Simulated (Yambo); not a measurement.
Input of a Yambo 5.3.0 run:

Contents of bse2.in:

```
optics
bse
bss
rim_cut
em1s
RandQpts= 1000000
RandGvec= 50 RL
Chimod= "HARTREE"
% BndsRnXs
 1 | 34 |
%
NGsBlkXs= 5 Ry
% LongDrXs
 1 | 0 | 0 |
%
BSKmod= "SEX"
BSEmod= "retarded"
BSSmod= "d"
% BSEQptR
 1 | 1 |
%
% BSEBands
 7 | 12 |
%
BSENGexx= 20 Ry
BSENGBlk= 5 Ry
% BEnRange
 0 | 20 | eV
%
% BDmRange
 0.1 | 0.1 | eV
%
BEnSteps= 200
% BLongDir
 1 | 0 | 0 |
%
BSEprop= "abs"
WRbsWF
```

The input scf.in:

```
&CONTROL
  calculation = 'scf'
  prefix = 'pwscf'
  outdir = './tmp'
  pseudo_dir = './pseudo'
/
&SYSTEM
  ibrav = 0
  nat = 2
  ntyp = 2
  ecutwfc = 82
  nbnd = 15
  occupations = 'smearing'
  smearing = 'fd'
  degauss = 0.00367493
  force_symmorphic = .true.
/
&ELECTRONS
  conv_thr = 4d-10
  electron_maxstep = 120
  mixing_beta = 0.5
/
ATOMIC_SPECIES
W    183.8400 W.upf
C     12.0110 C.upf
CELL_PARAMETERS angstrom
   2.7852523629    0.0000000000    0.0000000000
  -1.3926261815    2.4120993022    0.0000000000
   0.0000000000    0.0000000000    2.7182683133
ATOMIC_POSITIONS crystal
W      0.0000000000    0.0000000000    0.0000000000
C      0.6666666667    0.3333333333    0.5000000000
K_POINTS automatic
12 12 10 0 0 0
```

The input nscf.in:

```
&CONTROL
  calculation = 'nscf'
  prefix = 'pwscf'
  outdir = './tmp'
  pseudo_dir = './pseudo'
/
&SYSTEM
  ibrav = 0
  nat = 2
  ntyp = 2
  ecutwfc = 82
  nbnd = 159
  occupations = 'smearing'
  smearing = 'fd'
  degauss = 0.00367493
  force_symmorphic = .true.
/
&ELECTRONS
  conv_thr = 1d-08
  diago_full_acc = .true.
  diago_thr_init = 1d-06
/
ATOMIC_SPECIES
W    183.8400 W.upf
C     12.0110 C.upf
CELL_PARAMETERS angstrom
   2.7852523629    0.0000000000    0.0000000000
  -1.3926261815    2.4120993022    0.0000000000
   0.0000000000    0.0000000000    2.7182683133
ATOMIC_POSITIONS crystal
W      0.0000000000    0.0000000000    0.0000000000
C      0.6666666667    0.3333333333    0.5000000000
K_POINTS automatic
3 3 4 0 0 0
```

Potentials or basis: PseudoDojo 0.4.1 SR PBEsol standard.

Launch:

```console
$ OMP_NUM_THREADS=1 pw.x -in scf.in > scf.out
$ OMP_NUM_THREADS=1 pw.x -in nscf.in > nscf.out
$ cd tmp/pwscf.save; p2y; mv SAVE ../..; cd ../..
$ OMP_NUM_THREADS=1 yambo
$ mkdir -p bse2; ln -s $PWD/g0w00/ndb.RIM bse2/
$ OMP_NUM_THREADS=1 yambo -F bse2.in -J bse2 -C bse2_out
$ OMP_NUM_THREADS=1 ypp -J bse2 -C bse2_out -e s -b 1
```

What does it give for the band gap on the k mesh, mean-field level?

None (metal or under the smearing width).

Dielectric function (along the field direction of the input):
| energy (eV) | real part | imaginary part |
| --- | --- | --- |
| 0.80 | -131.60 | 47.07 |
| 1.81 | -8.99 | 3.24 |
| 2.81 | 11.51 | 1.71 |
| 3.82 | 17.10 | 20.81 |
| 4.82 | -24.48 | 10.76 |
| 5.83 | 0.70 | 24.59 |
| 6.83 | 7.04 | 18.03 |
| 7.84 | -5.13 | 13.45 |
| 8.84 | -7.60 | 8.32 |
| 9.85 | -9.25 | 2.94 |
| 10.85 | -0.26 | 6.59 |
| 11.86 | -7.34 | 2.03 |
| 12.86 | -4.38 | 0.19 |
| 13.87 | -3.05 | 0.10 |
| 14.87 | -2.26 | 0.06 |
| 15.88 | -1.72 | 0.05 |
| 16.88 | -1.32 | 0.03 |
| 17.89 | -1.01 | 0.03 |
| 18.89 | -0.76 | 0.02 |
| 20.00 | -0.54 | 0.02 |

Caveat: the k mesh is coarse (spacing up to 0.87 Å⁻¹), so the values aren't converged; the intraband (Drude) term of the metal is left out; the ground state has no gap, which makes the many-body step unreliable; the transitions start from uncorrected Kohn-Sham levels, so peaks lie too low; exciton energies and binding change strongly with the k mesh and aren't converged on this one; spectra need much finer meshes, so this one isn't converged. Spin-orbit coupling is left out, which matters for the levels of W.
